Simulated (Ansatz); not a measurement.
## BrClIn, SMILES [Cl][In][Br]: a relaxed scan of one distance, step by step

Computed with Ansatz 0.2.0, Python API.

The cells in order, each with its output:

In [1]:
```python
import ansatz as az
import numpy as np
```

In [2]:
```python
geometry_ang = [
    ("Cl", (1.1917, 1.4622, 0.8024)),
    ("In", (-0.6017, 0.4137, -0.2815)),
    ("Br", (-0.601, -1.9407, -0.5342)),
]
geometry = az.Crystal.molecule()
for symbol, xyz in geometry_ang:
    geometry = geometry.atom(symbol, xyz)
```

In [3]:
```python
model = (
    geometry.calculation()
    .basis(gaussian="def2-SVP")
    .functional("hf")
    .spin("collinear", total=1)
)
symbols = [site.symbol for site in geometry.cartesian_sites]
pairs = [(0, 1), (1, 2)]
print("held (A)   E (eV)        ", "  ".join(f"{symbols[i]}{i}-{symbols[j]}{j}" for i, j in pairs))
for length in [2.18, 2.37, 2.56, 2.84, 3.2]:
    report = model.relax(constraints=[az.DistanceConstraint((1, 2), at=length)], force_tolerance=0.02, max_steps=60).run(threads=1, pin="off").report
    xyz = np.array(report["positions_ang"])
    print(f"{length:6.2f} {report['free_energy_ev']:14.5f}  ", "  ".join(f"{np.linalg.norm(xyz[i] - xyz[j]):.3f}" for i, j in pairs))
```
```text
held (A)   E (eV)         Cl0-In1  In1-Br2
DeckWarning: relax.constraints: the input's atoms, or those drawn, lie off the distances that are held; a relaxation that starts there is brought onto them ahead of its first SCF, by positions alone, an atom by 9.40e-2 Å at the most. With the symmetry detection on, the symmetry is detected on the input's atoms as so [...]
  2.18   -87640.67021   2.390  2.180
  2.37   -87641.50987   2.380  2.370
  2.56   -87641.65112   2.374  2.560
  2.84   -87641.31559   2.371  2.840
  3.20   -87640.76861   2.393  3.200
```

Notes:
- Total energies depend on the basis set; only differences at equal settings carry meaning.
- Warnings are shown shortened and without file and line.
- The energies are electronic: no zero-point or thermal terms, and the basis set is short of its limit.
- def2 sets replace the cores of elements past krypton by effective core potentials.
- The run takes the species as open-shell (spin multiplicity 2), which needn't be its ground state.
- The expectation value of S² is noticeably off S(S+1) in at least one run, so that state is spin-contaminated.
- It ran for 91 s on 1 thread of Arm Neoverse V1, on a shared host, peak memory 0.38 GiB.
